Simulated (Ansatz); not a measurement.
# C₃H₁₀OSn: a ladder of functionals and wavefunction methods

An exercise on one series of results from a longer session: the logs are not shown, and one member is left open.

Program: Ansatz 0.2.0, Gaussian basis. Level of theory: functionals in def2-TZVPP, the program's frozen cores in correlated methods. These are calculated values, not measurements.

Levels to be run: LDA (SPW92), PBE-D4, revPBE-D4, BLYP-D4, r2SCAN-D4, B97M-V, PBE0-D4, B3LYP-D4, r2SCANh-D4, r2SCAN0-D4, HSE06-D4, BHLYP-D4, CAM-B3LYP-D4, LC-ωPBE, ωB97X-V, ωB97M-V, B2PLYP, PBE-QIDH; CCSD(T)/def2-SVP; MP2/def2-TZVPP; MP2/def2-QZVPP; RPA on PBE.

1 further run of the same task is left out (for a known fault of the program). Runs told in other sessions of the task aren't counted.

## The relaxed structure

The geometry comes from an earlier relaxation with PBE0-D4 in a triple-zeta def2 set; it is a stationary point, not always the lowest conformer. Sn takes the def2 core potential; no spin-orbit term is included.

SMILES `[CH3][Sn]([CH3])([CH3])[OH]`, 15 atoms, charge 0, spin multiplicity 1.

Atoms are counted from 1 here; the program's logs count them from 0.

Bond lengths: C1–Sn2 2.141 Å, C1–H6 1.091 Å, C1–H7 1.091 Å, C1–H8 1.090 Å, Sn2–C3 2.141 Å, Sn2–C4 2.130 Å, Sn2–O5 1.983 Å, C3–H9 1.091 Å, C3–H10 1.091 Å, C3–H11 1.090 Å, C4–H12 1.091 Å, C4–H13 1.090 Å, C4–H14 1.090 Å, O5–H15 0.959 Å. Angles: Sn2–C1–H6 110.5°, Sn2–C1–H7 110.3°, Sn2–C1–H8 109.7°, H6–C1–H7 108.6°, H6–C1–H8 108.9°, H7–C1–H8 108.9°, C1–Sn2–C3 111.9°, C1–Sn2–C4 113.6°, C1–Sn2–O5 107.6°, C3–Sn2–C4 113.6°, C3–Sn2–O5 107.6°, C4–Sn2–O5 101.8°, Sn2–C3–H9 110.3°, Sn2–C3–H10 110.5°, Sn2–C3–H11 109.7°, H9–C3–H10 108.6°, H9–C3–H11 108.9°, H10–C3–H11 108.9° and more.

The first run:

The input, in.yaml:

```yaml
crystal:
  periodic: [false, false, false]
  atoms:
    - {symbol: C, position_ang: [-1.900774, 0.801568, 0.101783]}
    - {symbol: Sn, position_ang: [0.112266, 0.119800, -0.160240]}
    - {symbol: C, position_ang: [1.178070, 0.049726, 1.695836]}
    - {symbol: C, position_ang: [0.261912, -1.675206, -1.296563]}
    - {symbol: O, position_ang: [1.038650, 1.421672, -1.335027]}
    - {symbol: H, position_ang: [-2.475709, 0.078777, 0.683247]}
    - {symbol: H, position_ang: [-1.910581, 1.757473, 0.627269]}
    - {symbol: H, position_ang: [-2.374916, 0.929077, -0.871835]}
    - {symbol: H, position_ang: [1.128686, 1.017624, 2.196569]}
    - {symbol: H, position_ang: [0.746809, -0.705563, 2.355096]}
    - {symbol: H, position_ang: [2.223424, -0.198681, 1.510034]}
    - {symbol: H, position_ang: [-0.209507, -2.508031, -0.773122]}
    - {symbol: H, position_ang: [1.312490, -1.911547, -1.466844]}
    - {symbol: H, position_ang: [-0.228813, -1.537906, -2.260365]}
    - {symbol: H, position_ang: [1.075994, 2.310317, -0.976737]}
basis:
  gaussian: {orbitals: def2-TZVPP}
hamiltonian: {xc: lda}
output: {orbitals: {seedname: orbitals}}
```

Launch:

```bash
> ansatz run in.yaml --threads 4 --pin off --events-out ev --progress --plain --max-ram 11315MiB
```

Steps of the session up to this table: LDA; PBE-D4 (GGA); revPBE-D4 (GGA); BLYP-D4 (GGA); r2SCAN-D4 (meta-GGA); B97M-V (meta-GGA); PBE0-D4 (hybrid); B3LYP-D4 (hybrid); r2SCANh-D4 (hybrid); r2SCAN0-D4 (hybrid); HSE06-D4 (hybrid); BHLYP-D4 (hybrid); CAM-B3LYP-D4 (range-separated); LC-ωPBE (range-separated); ωB97X-V (range-separated); ωB97M-V (range-separated); B2PLYP (double hybrid); PBE-QIDH (double hybrid).

One of the session's tables, all rows but one given; the rest of the session is left out.

It belongs to the step «Frontier levels by functional». 

| functional | HOMO (eV) | LUMO (eV) | gap (eV) |
| --- | --- | --- | --- |
| LDA (SPW92) | -6.19 | -0.75 | 5.44 |
| PBE-D4 | -6.02 | -0.57 | 5.46 |
| revPBE-D4 | -5.96 | -0.47 | 5.48 |
| BLYP-D4 | -5.92 | -0.58 | 5.34 |
| r2SCAN-D4 | -6.33 | -0.06 | 6.28 |
| B97M-V | -6.44 | -0.43 | 6.02 |
| PBE0-D4 | ? | ? | ? |
| B3LYP-D4 | -7.23 | -0.05 | 7.18 |
| r2SCANh-D4 | -6.88 | 0.23 | 7.11 |
| r2SCAN0-D4 | -7.67 | 0.65 | 8.32 |
| HSE06-D4 | -7.06 | -0.07 | 6.99 |
| BHLYP-D4 | -8.72 | 0.95 | 9.67 |
| CAM-B3LYP-D4 | -8.84 | 1.09 | 9.94 |
| LC-ωPBE | -10.18 | 2.41 | 12.58 |
| ωB97X-V | -9.83 | 2.17 | 12.00 |
| ωB97M-V | -9.73 | 1.77 | 11.50 |

Estimate the missing values for PBE0-D4.

**Answer.** HOMO (eV): -7.46; LUMO (eV): 0.30; gap (eV): 7.76. In the column «HOMO (eV)» it lies between r2SCAN0-D4 (-7.67) and B3LYP-D4 (-7.23).
